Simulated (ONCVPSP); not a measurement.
# B: the cost of one run

Program: ONCVPSP 4.0.1.1 (patched build). Reference atom: PBEsol, scalar-relativistic, spherical and spin-unpolarised. All values are calculated.

### Step 1. Starting point

Typed settings, in words:

```
element                 : boron (B, Z = 5)
type                    : optimised norm-conserving Vanderbilt (ONCV)
frozen core             : [He]
valence charge          : 3
reference configuration : 2s2 2p1
partial waves           : 2s: rc 1.08 bohr, ncon 5, nbas 9, qcut 4.9 1/bohr, local; 2p: rc 3.14 bohr, ncon 3, nbas 8, qcut 3.3 1/bohr, 2 projectors, debl 2.6 Ha; d scattering state at 0.45 Ha: rc 2.58 bohr, ncon 4, nbas 7, qcut 3.5 1/bohr, 2 projectors, debl 1.8 Ha
local potential         : the s channel
core correction         : not asked for
```

The nodes and maxima of the atom's own shells, from an earlier all-electron run, set the scale for the radii.

All-electron outer shells of the reference configuration (PBEsol, scalar-relativistic, ld1.x):

```
shell  level (eV)  outermost node (bohr)  outermost maximum (bohr)
   1s     -179.55                      –                      0.21
   2s       -9.36                   0.46                      1.52
   2p       -3.56                      –                      1.59
```

### Step 2. The generation run

Input file B.dat:

```
# ATOM AND REFERENCE CONFIGURATION
# atsym  z   nc   nv     iexc    psfile
  B 5.00    1    2  -116133      upf
#
#   n    l    f
    1    0    2.00
    2    0    2.00
    2    1    1.00
#
# PSEUDOPOTENTIAL AND OPTIMIZATION
# lmax
    2
#
#   l,   rc,      ep,       ncon, nbas, qcut
    0    1.08    0.00    5    9    4.90
    1    3.14    0.00    3    8    3.30
    2    2.58    0.45    4    7    3.50
#
# LOCAL POTENTIAL
# lloc, lpopt,  rc(5),   dvloc0
    0    5    1.08    0.00
#
# VANDERBILT-KLEINMAN-BYLANDER PROJECTORs
# l, nproj, debl
    0    0    1.70
    1    2    2.60
    2    2    1.80
#
# MODEL CORE CHARGE
# icmod, fcfact, rcfact
    0    0.00    0.00
#
# LOG DERIVATIVE ANALYSIS
# epsh1, epsh2, depsh
   -2.00    5.00    0.02
#
# OUTPUT GRID
# rlmax, drl
    6.00    0.01
#
# TEST CONFIGURATIONS
# ncnf
    4
# nvcnf
#   n    l    f
    2
    2    0    2.00
    2    1    0.00
#
    2
    2    0    1.00
    2    1    0.00
#
    2
    2    0    2.00
    2    1    0.50
#
    2
    2    0    1.00
    2    1    1.00
#
```

Run with:

```console
$ oncvpsp.x < B.dat > B.out
```

**Question.** How long does this run take on 1 thread of Neoverse-N1, shared host?

About 4 s.
